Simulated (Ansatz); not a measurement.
# quartet SnH2ClO2: levels of theory compared

We compute a comparison of 4 runs (UHF/def2-SVP, U-revPBE/def2-SVP, UPBE-QIDH/def2-SVP, UCCSD/def2-SVP) of quartet SnH2ClO2. 

The results are computed with Ansatz 0.2.0.

63 further runs of the same task are left out: 63 set aside as unsound or not needed.

### Step 1. The molecule

SnH2ClO2 has 6 atoms, charge 0, and is taken as a quartet. SMILES of the parent species: `[OH][Sn]([OH])[Cl]`. The shape is that of a PBE0-D4/def2-TZVP optimisation. This is one conformer, not always the lowest. That shape belongs to the parent species and isn't relaxed for this state.

Bond lengths: O1–Sn2 1.969 Å, Sn2–O3 1.960 Å, Sn2–Cl4 2.349 Å, O1–H5 0.962 Å, O3–H6 0.964 Å. Angles: O1–Sn2–O3 101.9°, O1–Sn2–Cl4 109.1°, O3–Sn2–Cl4 108.0°, Sn2–O1–H5 114.3°, Sn2–O3–H6 110.7°.

### Step 2. The energy at UHF/def2-SVP (core potential) (run 1)

The input, job.yaml:

```yaml
crystal:
  periodic: [false, false, false]
  atoms:
    - {symbol: O, position_ang: [-0.447400, 1.400500, -0.158300]}
    - {symbol: Sn, position_ang: [0.371800, -0.318200, -0.659700]}
    - {symbol: O, position_ang: [1.256500, -0.847900, 1.007700]}
    - {symbol: Cl, position_ang: [-1.328200, -1.877100, -1.106600]}
    - {symbol: H, position_ang: [-1.182700, 1.666400, -0.718500]}
    - {symbol: H, position_ang: [1.372100, -0.087800, 1.589200]}
basis:
  gaussian:
    orbitals: def2-SVP
accuracy: high
output: {orbitals: {seedname: orbitals}}
hamiltonian:
  xc: hf
magnetization:
  spin_polarized: true
  initial_magnetization: 3
```

Run with:

```bash
$ ansatz run job.yaml --threads 1 --pin off --max-ram 3480MiB --events-out events.jsonl --progress --plain --runs-dir runs
```

Standard output:

```text
Warning: RAYON_NUM_THREADS=1 ignored (pool sized by the plan → 1); use --threads N
[... 47 lines left out ...]
Total energy: -22402.83025356 eV, -823.2888266346 hartree
```

Wall time 53 s (1 thread of Arm Neoverse V2, shared host); peak memory 0.47 GiB.

### Step 3. The energy at U-revPBE/def2-SVP (core potential) (run 2)

job.yaml, as its differences from that of step 2:

```diff
@@ -12,6 +12,6 @@
     orbitals: def2-SVP
+hamiltonian:
+  xc: {name: revPBE}
 accuracy: high
 output: {orbitals: {seedname: orbitals}}
-hamiltonian:
-  xc: hf
 magnetization:
```

Run with:

```bash
$ ansatz run job.yaml --threads 1 --pin off --max-ram 3480MiB --events-out events.jsonl --progress --plain --runs-dir runs
```

Standard output, cut to the lines that bear on the results:

```text
Warning: RAYON_NUM_THREADS=1 ignored (pool sized by the plan → 1); use --threads N
Functional definition: revPBE
  name "revPBE"
[...]
1801 factors; integrals over basis functions are off by at most 3.3e-9 eV
[...]
mean field -22465.98885268 eV, -825.6098623419 hartree, gradient 6.5e-8 eV, S^2 3.753037; 10 other end points of the search recorded, 0 dependent functions left out
reference -22465.98885734 eV, -825.6098625130 hartree; 30, 27 occupied and 52, 55 virtual orbitals, 1801 factors
Total energy: -22465.98885734 eV, -825.6098625130 hartree
```

Run time: 40 s. Hardware: 1 thread of Arm Neoverse V2, shared host; peak memory 0.28 GiB.

Run 3 isn't shown in full; the table further down has it.

### Step 4. A single-point energy at UCCSD/def2-SVP (core potential) (run 4)

The input, input.yaml:

```yaml
crystal:
  periodic: [false, false, false]
  atoms:
    - symbol: O
      position_ang: [-0.447400, 1.400500, -0.158300]
    - symbol: Sn
      position_ang: [0.371800, -0.318200, -0.659700]
    - symbol: O
      position_ang: [1.256500, -0.847900, 1.007700]
    - symbol: Cl
      position_ang: [-1.328200, -1.877100, -1.106600]
    - symbol: H
      position_ang: [-1.182700, 1.666400, -0.718500]
    - symbol: H
      position_ang: [1.372100, -0.087800, 1.589200]
basis:
  gaussian:
    orbitals: def2-SVP
magnetization:
  spin_polarized: true
  initial_magnetization: 3
correlation:
  method: ccsd
  frozen_orbitals: {Cl: 5, H: 0, O: 1, Sn: 4}
accuracy: high
scf:
  omitted_lower_state_checks: [cluster_reference, increment]
```

Run with:

```bash
$ ansatz run input.yaml --threads 1 --pin off --max-ram 3480MiB --events-out events.jsonl --progress --plain --runs-dir runs
```

Standard output:

```text
Warning: RAYON_NUM_THREADS=1 ignored (pool sized by the plan → 1); use --threads N
[... 22 lines left out ...]
11 core orbitals not correlated: weight in the atoms' cores, before any rotation towards them, 1.000 or more for the frozen orbitals, at most 0.000 for the correlated occupied ones
[... 46 lines left out ...]
Total energy: -22419.00917963 eV, -823.8833912014 hartree
Checks for a lower state left out: cluster_reference, increment
```

Run time: 2.5 min. Hardware: 1 thread of Arm Neoverse V2, shared host; peak memory 0.83 GiB.

### Step 5. Overview of the runs

```tsv
run	level	frozen core orbitals	energy (Eh)	HOMO energy (eV)	⟨S²⟩	wall time
1	UHF/def2-SVP (core potential)	–	-823.288827	-4.31	3.764	53 s
2	U-revPBE/def2-SVP (core potential)	–	-825.609863	-1.19	3.753	40 s
3	UPBE-QIDH/def2-SVP (core potential)	11	-824.923439	-3.81	3.761	85 s
4	UCCSD/def2-SVP (core potential)	11	-823.883391	–	3.764	2.5 min
```

### Step 6. Outcome

| quantity | value |
| --- | --- |
| run 4: total energy | -823.88339 Eh |
| run 4: correlation energy (11 core orbitals frozen) | -594.6 mEh |
| run 4: ⟨S²⟩ of the reference determinant | 3.764 |
| run 4: T1 diagnostic | 0.023 |

**Reading.** Totals of different functionals can't be ranked against each other. All runs together took 5.4 min, the longest 2.5 min.
